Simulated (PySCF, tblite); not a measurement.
**C₆H₁₃P: geometry, infrared bands and NMR shifts**

Aim: predict the infrared bands and NMR shifts of C₆H₁₃P (`C=P(C)(C)C1CC1`).

Programs: tblite 0.8.0 and PySCF 2.14.0, with density-fitted response routines of our own. Each step states its level of theory. These are calculated values for one molecule in the gas phase, unless marked as measured. Atoms count from 0, in the outputs and in this text.

## (1) Starting geometry

20 atoms, charge 0, multiplicity 1; geometry from: force field or distance geometry start.

Bonds of the start (Å): C0–P1 1.75, P1–C2 1.74, P1–C3 1.75, P1–C4 1.76, C4–C5 1.49, C5–C6 1.50, C6–C4 1.50, C0–H7 1.09, C0–H8 1.10, C2–H9 1.09, C2–H10 1.10, C2–H11 1.10, C3–H12 1.10, C3–H13 1.10, C3–H14 1.09, C4–H15 1.08, C5–H16 1.09, C5–H17 1.09, C6–H18 1.08, C6–H19 1.09.

## (2) Relaxing the molecule with GFN2-xTB

What the job is given:

```
{"job": {"kind": "relax", "xc": "GFN2-xTB", "basis": "xTB"}, "charge": 0, "multiplicity": 1}
C     -0.799900    -1.115400     1.162000
P     -0.601300     0.056400    -0.118500
C     -1.524900     1.410100     0.475700
C     -1.374100    -0.727500    -1.476900
C      1.092000     0.455800    -0.410500
C      2.061400     0.512900     0.720600
C      2.150400    -0.596700    -0.286100
H     -0.816300    -2.188200     0.959600
H     -0.921600    -0.805100     2.212900
H     -1.114800     1.825000     1.397400
H     -2.574300     1.129300     0.674600
H     -1.556100     2.212600    -0.269900
H     -2.417400    -0.993500    -1.233800
H     -0.846100    -1.654600    -1.752800
H     -1.384000    -0.068800    -2.340700
H      1.242500     1.185700    -1.198000
H      2.835100     1.281900     0.702800
H      1.712500     0.267600     1.719300
H      2.973100    -0.585200    -0.980700
H      1.858500    -1.591500     0.040000
```

Launch:

```
$ OMP_NUM_THREADS=1 python probes_run.py task.json out
```

One launch serves the whole session: the jobs run in the order shown.

**Question.** This job is followed by: GFN2-xTB harmonic vibrations, gas phase; GIAO PBE0/pcSseg-1 NMR shielding, non-relativistic, gas phase. What will the session give for the following? strongest single infrared mode (GFN2-xTB); zero-point energy (GFN2-xTB); 13C shifts against TMS (PBE0/pcSseg-1, means over atoms taken as alike); 1H shifts against TMS (PBE0/pcSseg-1, means over atoms taken as alike); 31P shifts against H3PO4 (PBE0/pcSseg-1); surface potential, 1st and 99th percentile.

The runs gave:

| quantity | value |
| --- | --- |
| strongest single infrared mode (GFN2-xTB) | 1038 cm⁻¹, 206 km/mol |
| zero-point energy (GFN2-xTB) | 105.3 kcal/mol |
| 13C shifts against TMS (PBE0/pcSseg-1, means over atoms taken as alike) | 18.0, 14.4, 1.0, -9.9 ppm |
| 1H shifts against TMS (PBE0/pcSseg-1, means over atoms taken as alike) | 1.37, 0.72, 0.47, 0.25, -0.55 ppm |
| 31P shifts against H3PO4 (PBE0/pcSseg-1) | -4.9 ppm |
| surface potential, 1st and 99th percentile | -2.04 V and 1.00 V |

In words: Over 48 steps the energy fell by 1.274 eV; of the close pairs, P1–C4 changed most, 1.764 to 1.872 Å. No mode is imaginary among the 54: a minimum at this level. The strongest single mode, at 1038 cm⁻¹, is spread over many atoms; the largest shares are those of P1, C0. Unscaled tight-binding wavenumbers are off by several per cent, some by more. Its intensities can rank the bands wrongly. At PBE0/pcSseg-1: The widest tensor belongs to P1: span 231 ppm, with a paramagnetic part of -643 ppm.
